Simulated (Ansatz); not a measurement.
# GaGeH5: up Jacob's ladder to CCSD(T)

The task here is to estimate one member of a computed series from the others.

Method: functionals in def2-TZVPP, the program's frozen cores in correlated methods; program: Ansatz 0.2.0, Gaussian basis.

Levels to be run: LDA (SPW92), PBE-D4, revPBE-D4, BLYP-D4, r2SCAN-D4, B97M-V, PBE0-D4, B3LYP-D4, r2SCANh-D4, r2SCAN0-D4, HSE06-D4, BHLYP-D4, CAM-B3LYP-D4, LC-ωPBE, ωB97X-V, ωB97M-V, B2PLYP, PBE-QIDH; CCSD(T)/def2-SVP; CCSD(T)/def2-TZVPP; MP2/def2-QZVPP; extrapolation to the limit; RPA on PBE.

### Structure used throughout

The geometry comes from an earlier relaxation with PBE0-D4 in a triple-zeta def2 set; it is a stationary point, not always the lowest conformer.

SMILES `[GaH2][GeH3]`, 7 atoms, charge 0, spin multiplicity 1.

Atoms are counted from 1 here; the program's logs count them from 0.

Bond lengths: Ga1–Ge2 2.444 Å, Ga1–H3 1.572 Å, Ga1–H4 1.572 Å, Ge2–H5 1.540 Å, Ge2–H6 1.543 Å, Ge2–H7 1.540 Å. Angles: Ge2–Ga1–H3 120.3°, Ge2–Ga1–H4 120.7°, H3–Ga1–H4 119.0°, Ga1–Ge2–H5 113.0°, Ga1–Ge2–H6 109.4°, Ga1–Ge2–H7 112.6°, H5–Ge2–H6 106.9°, H5–Ge2–H7 107.8°, H6–Ge2–H7 106.8°.

The first run:

Contents of in.yaml:

```yaml
crystal:
  periodic: [false, false, false]
  atoms:
    - {symbol: Ga, position_ang: [-0.366515, -1.359595, 0.111387]}
    - {symbol: Ge, position_ang: [0.277784, 0.987918, -0.107445]}
    - {symbol: H, position_ang: [0.529864, -2.354295, 0.934951]}
    - {symbol: H, position_ang: [-1.693016, -1.891687, -0.542814]}
    - {symbol: H, position_ang: [-0.307474, 1.657283, -1.364605]}
    - {symbol: H, position_ang: [-0.246114, 1.779791, 1.109113]}
    - {symbol: H, position_ang: [1.805481, 1.180585, -0.140588]}
basis:
  gaussian: {orbitals: def2-TZVPP}
hamiltonian: {xc: lda}
output: {orbitals: {seedname: orbitals}}
```

Steps of the session up to this table: LDA; PBE-D4 (GGA); revPBE-D4 (GGA); BLYP-D4 (GGA); r2SCAN-D4 (meta-GGA); B97M-V (meta-GGA); PBE0-D4 (hybrid); B3LYP-D4 (hybrid); r2SCANh-D4 (hybrid); r2SCAN0-D4 (hybrid); HSE06-D4 (hybrid); BHLYP-D4 (hybrid); CAM-B3LYP-D4 (range-separated); LC-ωPBE (range-separated); ωB97X-V (range-separated); ωB97M-V (range-separated); B2PLYP (double hybrid); PBE-QIDH (double hybrid).

One of the session's tables, all rows but one given; the rest of the session is left out.

It belongs to the step «Frontier levels by functional». 

| functional | HOMO (eV) | LUMO (eV) | gap (eV) |
| --- | --- | --- | --- |
| LDA (SPW92) | -6.66 | -3.14 | 3.51 |
| PBE-D4 | ? | ? | ? |
| revPBE-D4 | -6.51 | -2.79 | 3.72 |
| BLYP-D4 | -6.41 | -2.85 | 3.56 |
| r2SCAN-D4 | -6.82 | -2.67 | 4.15 |
| B97M-V | -6.90 | -2.90 | 4.00 |
| PBE0-D4 | -7.60 | -2.11 | 5.49 |
| B3LYP-D4 | -7.41 | -2.38 | 5.02 |
| r2SCANh-D4 | -7.20 | -2.40 | 4.81 |
| r2SCAN0-D4 | -7.78 | -1.99 | 5.79 |
| HSE06-D4 | -7.21 | -2.48 | 4.73 |
| BHLYP-D4 | -8.54 | -1.37 | 7.17 |
| CAM-B3LYP-D4 | -8.83 | -1.20 | 7.63 |
| LC-ωPBE | -10.13 | -0.02 | 10.11 |
| ωB97X-V | -9.80 | -0.18 | 9.62 |
| ωB97M-V | -9.62 | -0.40 | 9.22 |

Estimate the missing values for PBE-D4.

**Answer.** HOMO (eV): -6.55; LUMO (eV): -2.90; gap (eV): 3.65. In the column «HOMO (eV)» it lies between LDA (SPW92) (-6.66) and revPBE-D4 (-6.51).
